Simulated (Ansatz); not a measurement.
# CH3AlF2: the cost of one run

Method: r2SCAN/def2-SVP with D3(BJ) dispersion; program: Ansatz 0.2.0, Gaussian basis.

### Step 1. The relaxed structure

The geometry comes from an earlier relaxation with PBE0-D4 in a triple-zeta def2 set; it is a stationary point, not always the lowest conformer.

SMILES `F[CH](F)[AlH2]`, 7 atoms, charge 0, spin multiplicity 1.

Atoms are counted from 1 here; the program's logs count them from 0.

Bond lengths: F1–C2 1.330 Å, C2–F3 1.553 Å, C2–Al4 1.969 Å, C2–H5 1.092 Å, Al4–H6 1.577 Å, Al4–H7 1.579 Å. Angles: F1–C2–F3 105.4°, F1–C2–Al4 123.5°, F1–C2–H5 108.8°, F3–C2–Al4 66.5°, F3–C2–H5 101.7°, Al4–C2–H5 127.7°, C2–Al4–H6 117.2°, C2–Al4–H7 116.6°, H6–Al4–H7 126.0°.

### Step 2. The run

Input file in.yaml:

```yaml
crystal:
  periodic: [false, false, false]
  atoms:
    - {symbol: F, position_ang: [0.566433, -0.559430, 1.835762]}
    - {symbol: C, position_ang: [0.747195, -0.159828, 0.579858]}
    - {symbol: F, position_ang: [0.082580, -1.251915, -0.301399]}
    - {symbol: Al, position_ang: [-0.702151, 0.528348, -0.561326]}
    - {symbol: H, position_ang: [1.801200, -0.277693, 0.321065]}
    - {symbol: H, position_ang: [-2.150623, 0.570377, 0.060050]}
    - {symbol: H, position_ang: [-0.283435, 1.082043, -1.979711]}
basis:
  gaussian: {orbitals: def2-SVP}
hamiltonian: {xc: {name: r2SCAN}, dispersion: d3bj}
md: {timestep: 0.5 fs, n_steps: 30, ensemble: nvt_langevin, temperature: 700, initial_velocities: maxwell_boltzmann, friction: 0.01, seed: 566}
```

On the command line:

```bash
$ ansatz run in.yaml --threads 2 --pin off --events-out ev --progress --plain --max-ram 4352MiB
```

What time and memory should one allow on 2 threads of AMD EPYC 7B13, shared host?

About 45 s, with a peak of 0.34 GiB.
